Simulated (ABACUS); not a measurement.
Crystal: CsLiCr2Te2S3.

```
CELL_PARAMETERS angstrom
3.60358 0.00000 0.00000
-1.80179 3.12079 0.00000
0.00000 0.00000 19.06651
ATOMIC_POSITIONS crystal
Cs 0.00000 0.00000 0.37399
Li 0.66667 0.33333 0.01607
Cr 0.00000 0.00000 0.86637
Cr 0.33333 0.66667 0.16833
Te 0.33333 0.66667 0.53891
Te 0.66667 0.33333 0.77276
S 0.00000 0.00000 0.10030
S 0.33333 0.66667 0.92920
S 0.66667 0.33333 0.23408
```

The cell was built by a generator and needn't be a form met in nature.

Base run:

- Program: ABACUS 3.10.1
- Functional: PBE
- Potentials or basis: PseudoDojo NC SR 0.4.1 PBE standard
- Cutoff: 1361 eV
- Density cutoff: 5442 eV
- Basis: DZP LCAO (the cutoffs set its grid)
- k mesh: 9 × 9 × 2
- Occupations: fermi-dirac, width 0.05 eV
- Spin: collinear spin, ferromagnetic start
- Starting moments: [0.0, 0.0, 3.0, 3.0, 0.0, 0.0, 0.0, 0.0, 0.0] μB

Its results: band gap on the k mesh none (metal or under the smearing width); pressure -0.1 GPa; net moment 2.34 μB per cell; site moments Cs +0.00; Li -0.00; Cr +3.20, -0.43; Te +0.00, -0.36; S +0.04, -0.16, +0.05 μB; largest force 0.222 eV/Å.

The run is repeated on the same cell with these changes: potentials or basis from PseudoDojo NC SR 0.4.1 PBE standard to SPMS ONCV 1.0 PBE; k mesh from 9 × 9 × 2 to 7 × 7 × 1. What comes out?

Band gap on the k mesh none (metal or under the smearing width); pressure -0.6 GPa; net moment 2.77 μB per cell; site moments Cs -0.00; Li -0.00; Cr +3.26, -0.01; Te -0.00, -0.32; S +0.00, -0.15 μB; largest force 0.304 eV/Å.

Caveats: the atomic orbitals were generated for these runs and aren't a published set; the basis of atomic orbitals isn't converged, which shifts pressures, moduli and gaps; only a ferromagnetic start was run, and an antiferromagnetic order may lie lower in energy.
